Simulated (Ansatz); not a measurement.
# KBr3: the cost of one run

Method: DFT PBE, scalar-relativistic, plane waves, PAW, in Ansatz 0.2.0.

1 further run of the same task is left out (it didn't finish).

## 1. Starting point

Symmetry: P6_3/mmc, No. 194, hexagonal system. Conventional cell: a = 6.412 Å, b = 6.412 Å, c = 7.087 Å, α = 90.00°, β = 90.00°, γ = 120.00°. K (site symmetry -6m2) is surrounded by 6 Br at 3.21 Å. Around Br (site symmetry mm2) lie 4 Br at 3.19 to 3.22 Å and 2 K at 3.21 Å.

Coordinates:

```cif
data_structure
_symmetry_space_group_name_H-M 'P 1'
_symmetry_Int_Tables_number 1
_cell_length_a 6.4124
_cell_length_b 6.4124
_cell_length_c 7.0870
_cell_angle_alpha 90.000
_cell_angle_beta 90.000
_cell_angle_gamma 120.000
_cell_volume 252.37
loop_
_atom_site_label
_atom_site_type_symbol
_atom_site_fract_x
_atom_site_fract_y
_atom_site_fract_z
_atom_site_occupancy
K1 K 0.33333 0.66667 0.75000 1
K2 K 0.66667 0.33333 0.25000 1
Br1 Br 0.16755 0.33511 0.25000 1
Br2 Br 0.16755 0.83245 0.25000 1
Br3 Br 0.66489 0.83245 0.25000 1
Br4 Br 0.83245 0.66489 0.75000 1
Br5 Br 0.83245 0.16755 0.75000 1
Br6 Br 0.33511 0.16755 0.75000 1
```

This is candidate A: structure listed in a database for this formula (P6_3/mmc, No. 194).

(A quick probe on a coarse mesh, which set the mesh and smearing, is not shown.)

## 3. The relaxation (candidate A)

Contents of input.yaml:

```yaml
crystal:
  lattice:
    - [6.4123585143, 0.0, 0.0]
    - [-3.2061792572, 5.5532653716, 0.0]
    - [0.0, 0.0, 7.0870377701]
  atoms:
    - { symbol: K, position: [0.33333333, 0.66666667, 0.75] }
    - { symbol: K, position: [0.66666667, 0.33333333, 0.25] }
    - { symbol: Br, position: [0.16755417, 0.33510834, 0.25] }
    - { symbol: Br, position: [0.16755417, 0.83244583, 0.25] }
    - { symbol: Br, position: [0.66489166, 0.83244583, 0.25] }
    - { symbol: Br, position: [0.83244583, 0.66489166, 0.75] }
    - { symbol: Br, position: [0.83244583, 0.16755417, 0.75] }
    - { symbol: Br, position: [0.33510834, 0.16755417, 0.75] }
basis:
  ecutwfc: 420
kpoints:
  mp_grid: { grid: [6, 6, 6] }
hamiltonian:
  xc: pbe
scf:
  occupations: { method: gaussian, width: 0.1 }
output:
  forces: true
  stress: true
  eigenvalues: true
relax:
  adjacent_minimum: "off"
  f_tol: 0.01
  max_steps: 80
  cell: { stress_tol: 0.05 }
```

Started as:

```
$ ansatz run input.yaml --threads 1 --pin off --max-ram 2560MiB --backend cpu --events-out ev --progress --plain --runs-dir out
```

Q: Estimate wall time and peak memory on 1 thread of Arm Neoverse V1, shared host.

About 1.9 min, with a peak of 0.56 GiB.
